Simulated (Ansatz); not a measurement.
# C₂H₃BO: how energies converge with the basis set

Aim: see how fast density functionals converge with the basis set for C₂H₃BO.

Method: one geometry, several basis sets; program: Ansatz 0.2.0, Gaussian basis.

Plan: PBE0-D4/def2-SVP; ωB97M-V/def2-SVP; PBE0-D4/def2-QZVPP; ωB97M-V/def2-QZVPP; the functionals' def2-TZVPP values are taken from earlier runs.

## (1) Structure used throughout

All runs share one geometry, relaxed beforehand with PBE0-D4 in a triple-zeta def2 set.

SMILES `BC=C=O`, 7 atoms, charge 0, spin multiplicity 1.

Atoms are counted from 1 here; the program's logs count them from 0.

Bond lengths: B1–C2 1.505 Å, B1–H5 1.194 Å, B1–H6 1.196 Å, C2–C3 1.325 Å, C2–H7 1.084 Å, C3–O4 1.146 Å. Angles: C2–B1–H5 119.4°, C2–B1–H6 119.9°, H5–B1–H6 120.6°, B1–C2–C3 116.0°, B1–C2–H7 126.5°, C3–C2–H7 117.5°, C2–C3–O4 177.7°.

## (2) PBE0-D4 in def2-SVP

Input file in.yaml:

```yaml
crystal:
  periodic: [false, false, false]
  atoms:
    - {symbol: B, position_ang: [-0.654561, 0.819084, -0.198703]}
    - {symbol: C, position_ang: [0.512620, -0.121594, -0.333487]}
    - {symbol: C, position_ang: [0.559495, -1.119069, 0.537767]}
    - {symbol: O, position_ang: [0.560963, -1.966090, 1.310257]}
    - {symbol: H, position_ang: [-0.756510, 1.739612, -0.952762]}
    - {symbol: H, position_ang: [-1.468882, 0.640166, 0.658296]}
    - {symbol: H, position_ang: [1.307976, -0.060108, -1.067066]}
basis:
  gaussian: {orbitals: def2-SVP}
hamiltonian: {xc: pbe0, dispersion: d4}
output: {orbitals: {seedname: orbitals}}
```

On the command line:

```sh
$ ansatz run in.yaml --threads 2 --pin off --events-out ev --progress --plain --max-ram 4352MiB
```

The runs that follow: ωB97M-V in def2-SVP; PBE0-D4 in def2-QZVPP; ωB97M-V in def2-QZVPP.

Q: Predict the results of all the runs planned. Wanted: PBE0-D4: double and triple zeta above quadruple; ωB97M-V: double and triple zeta above quadruple.

As calculated:

| quantity | value |
| --- | --- |
| PBE0-D4: double and triple zeta above quadruple | 5.79, 0.26 eV |
| ωB97M-V: double and triple zeta above quadruple | 6.01, 0.24 eV |

In words: For PBE0-D4 the step from double to triple zeta gains 5.53 eV and the next only 0.26 eV. Total energies overstate the basis error of differences, where much of it tends to cancel.
